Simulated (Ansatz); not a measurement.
**GeAsH (triplet): the correlation ladder at a displaced geometry (v1), cc-pVDZ**

One table from this session's results is given with a row withheld; the runs are named, their logs left out.

Computed with Ansatz 0.2.0, Gaussian basis. Level: cc-pVDZ, core rule «outside noble gas», up to 28 orbitals frozen.

The runs, in order: UHF; CCSD(T) on ROHF; CCSD(T) on UHF; BCCD(T) on ROHF; CISD; CCSDT(Q) on ROHF; CCSDT(Q) on UHF; CASSCF and MRCISD+Q, 10 electrons in 9 orbitals; CASSCF and NEVPT2, 10 electrons in 9 orbitals.

25 further runs of the same task are left out: 9 that didn't finish, 16 set aside as unsound or not needed.

### The geometry

The geometry is a PBE0/def2-TZVP stationary point (not a proven minimum) with its atoms shifted at random (size 0.040 Å). No spin-orbit coupling is included. The filled d shell of Ge, As may be among the frozen orbitals whatever the setting's name suggests; the logs give the count.

3 atoms, charge 0, spin multiplicity 3.

Atoms are counted from 1 here; the program's logs count them from 0.

Bond lengths: Ge1–As2 2.469 Å, As2–H3 1.599 Å. Angles: Ge1–As2–H3 97.0°.

Geometry (Å):

```xyz
3

Ge    0.00010    0.02401    1.26296
As   -0.00073   -0.04395   -1.20509
H     0.04723    1.53621   -1.44271
```

Set-up of the first run:

The input, in.yaml:

```yaml
crystal:
  periodic: [false, false, false]
  atoms:
    - {symbol: Ge, position_ang: [0.000100, 0.024014, 1.262959]}
    - {symbol: As, position_ang: [-0.000733, -0.043950, -1.205089]}
    - {symbol: H, position_ang: [0.047231, 1.536214, -1.442709]}
basis:
  gaussian: {orbitals: cc-pVDZ}
magnetization: {spin_polarized: true, initial_magnetization: 2}
hamiltonian: {xc: hf}
output: {orbitals: {seedname: orbitals}}
```

On the command line:

```console
$ ansatz run in.yaml --threads 1 --pin off --events-out ev --progress --plain --max-ram 2393MiB
```

Among the steps run: UHF; CCSD(T) on ROHF; CCSD(T) on UHF; BCCD(T) on ROHF; CISD; CCSDT(Q) on ROHF; CCSDT(Q) on UHF; CASSCF and MRCISD+Q, 10 electrons in 9 orbitals; CASSCF and NEVPT2, 10 electrons in 9 orbitals.

One of the session's tables, all rows but one given; the rest of the session is left out.

It belongs to the step «Misses and costs». 

| method | from UCCSDT(Q) (kcal/mol) |
| --- | --- |
| ROHF | +119.72 |
| UHF | +115.83 |
| RMP2 | ? |
| UMP2 | +26.58 |
| CISD | +13.61 |
| RCCSD | +4.84 |
| UCCSD | +4.64 |
| RCCSD(T) | +1.14 |
| UCCSD(T) | +1.04 |
| BCCD(T) | +1.14 |
| RCCSDT | +0.36 |
| UCCSDT | +0.24 |
| RCCSDT(Q) | +0.13 |
| UCCSDT(Q) | 0 |
| CASSCF valence | +86.01 |
| NEVPT2 valence | +19.91 |
| MRCISD valence | +6.74 |
| MRCISD+Q valence | +0.32 |

Estimate the missing values for RMP2.

As computed: from UCCSDT(Q) (kcal/mol): +25.90. In the column «from UCCSDT(Q) (kcal/mol)» it lies between NEVPT2 valence (+19.91) and UMP2 (+26.58).

To keep in mind: Restricted and unrestricted rows rest on different reference determinants; where their highest levels disagree by more than a few hundredths of an eV, they describe different states and don't form one ladder.
